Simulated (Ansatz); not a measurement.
# C2H8BClO: the cost of one run

Program: Ansatz 0.2.0, Gaussian basis. Level of theory: the settings change from run to run. These are calculated values, not measurements.

## (1) The molecule

An earlier PBE0-D4 in a triple-zeta def2 set relaxation fixed the geometry.

13 atoms, charge 0, spin multiplicity 1.

Atoms are counted from 1 here; the program's logs count them from 0.

Bond lengths: C1–B2 1.584 Å, C1–H6 1.095 Å, C1–H7 1.094 Å, C1–H8 1.095 Å, B2–C3 1.584 Å, B2–O4 1.709 Å, B2–Cl5 1.874 Å, C3–H9 1.095 Å, C3–H10 1.095 Å, C3–H11 1.094 Å, O4–H12 0.968 Å, O4–H13 0.968 Å. Angles: B2–C1–H6 113.6°, B2–C1–H7 109.3°, B2–C1–H8 111.9°, H6–C1–H7 106.3°, H6–C1–H8 108.3°, H7–C1–H8 107.2°, C1–B2–C3 120.1°, C1–B2–O4 103.8°, C1–B2–Cl5 112.9°, C3–B2–O4 103.8°, C3–B2–Cl5 112.9°, O4–B2–Cl5 100.3°, B2–C3–H9 111.9°, B2–C3–H10 113.6°, B2–C3–H11 109.3°, H9–C3–H10 108.3°, H9–C3–H11 107.2°, H10–C3–H11 106.3° and more.

## (2) SVWN5/def2-SVPD

Set apart from the defaults: coordinates scaled by 0.92, high accuracy.

Contents of in.yaml:

```yaml
crystal:
  periodic: [false, false, false]
  atoms:
    - {symbol: C, position_ang: [-1.383393, -0.139397, -0.098809]}
    - {symbol: B, position_ang: [0.028091, 0.210324, -0.189908]}
    - {symbol: C, position_ang: [1.014926, -0.811769, -0.513013]}
    - {symbol: O, position_ang: [0.402427, 0.643270, 1.274555]}
    - {symbol: Cl, position_ang: [0.299089, 1.692763, -1.026791]}
    - {symbol: H, position_ang: [-1.966355, 0.616681, 0.223529]}
    - {symbol: H, position_ang: [-1.723610, -0.387691, -1.012424]}
    - {symbol: H, position_ang: [-1.535269, -0.933571, 0.501475]}
    - {symbol: H, position_ang: [0.922383, -1.622606, 0.077000]}
    - {symbol: H, position_ang: [1.966736, -0.485926, -0.455562]}
    - {symbol: H, position_ang: [0.878481, -1.117130, -1.461811]}
    - {symbol: H, position_ang: [1.232449, 0.962127, 1.231132]}
    - {symbol: H, position_ang: [-0.117096, 1.340816, 1.464336]}
basis:
  gaussian: {orbitals: def2-SVPD}
hamiltonian: {xc: {name: SVWN5}}
accuracy: high
output: {forces: true}
```

Command:

```sh
$ ansatz run in.yaml --threads 4 --pin off --events-out ev --progress --plain --max-ram 10444MiB
```

What time and memory should one allow on 4 threads of Arm Neoverse V2, shared host?

About 6 s, with a peak of 0.81 GiB.
